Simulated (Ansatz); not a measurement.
# C3H4AlF: the cost of one run

Method: the settings change from run to run; program: Ansatz 0.2.0, Gaussian basis.

### 1 The geometry

An earlier PBE0-D4 in a triple-zeta def2 set relaxation fixed the geometry.

9 atoms, charge 0, spin multiplicity 1.

Atoms are counted from 1 here; the program's logs count them from 0.

Bond lengths: C1–Al2 1.937 Å, C1–H6 1.092 Å, C1–H7 1.094 Å, C1–H8 1.092 Å, Al2–C3 1.870 Å, Al2–C4 1.856 Å, C3–C4 1.357 Å, C3–H9 1.088 Å, C4–F5 1.334 Å. Angles: Al2–C1–H6 111.1°, Al2–C1–H7 110.3°, Al2–C1–H8 111.2°, H6–C1–H7 107.8°, H6–C1–H8 108.5°, H7–C1–H8 107.8°, C1–Al2–C3 157.9°, C1–Al2–C4 159.4°, C3–Al2–C4 42.7°, Al2–C3–C4 68.1°, Al2–C3–H9 163.1°, C4–C3–H9 128.8°, Al2–C4–C3 69.2°, Al2–C4–F5 163.8°, C3–C4–F5 127.0°.

### 2 wB97/x2c-TZVPPall

Set apart from the defaults: atoms shaken by 0.03 Å.

The input, in.yaml:

```yaml
crystal:
  periodic: [false, false, false]
  atoms:
    - {symbol: C, position_ang: [-1.387035, -0.814751, -1.089623]}
    - {symbol: Al, position_ang: [0.038500, -0.013698, -0.040381]}
    - {symbol: C, position_ang: [1.202366, 0.239678, 1.466009]}
    - {symbol: C, position_ang: [1.220209, 1.257963, 0.572440]}
    - {symbol: F, position_ang: [1.934120, 2.406986, 0.721013]}
    - {symbol: H, position_ang: [-1.240913, -1.930849, -0.967134]}
    - {symbol: H, position_ang: [-2.329224, -0.594871, -0.799407]}
    - {symbol: H, position_ang: [-1.217575, -0.559215, -2.151531]}
    - {symbol: H, position_ang: [1.773615, 0.082057, 2.364179]}
basis:
  gaussian: {orbitals: x2c-TZVPPall}
hamiltonian: {xc: {name: wB97}}
```

Command:

```
ansatz run in.yaml --threads 2 --pin off --events-out ev --progress --plain --max-ram 4352MiB
```

**Question.** How long does this run take on 2 threads of Arm Neoverse V2, shared host, and how much memory does it need?

About 8.5 s, with a peak of 0.38 GiB.
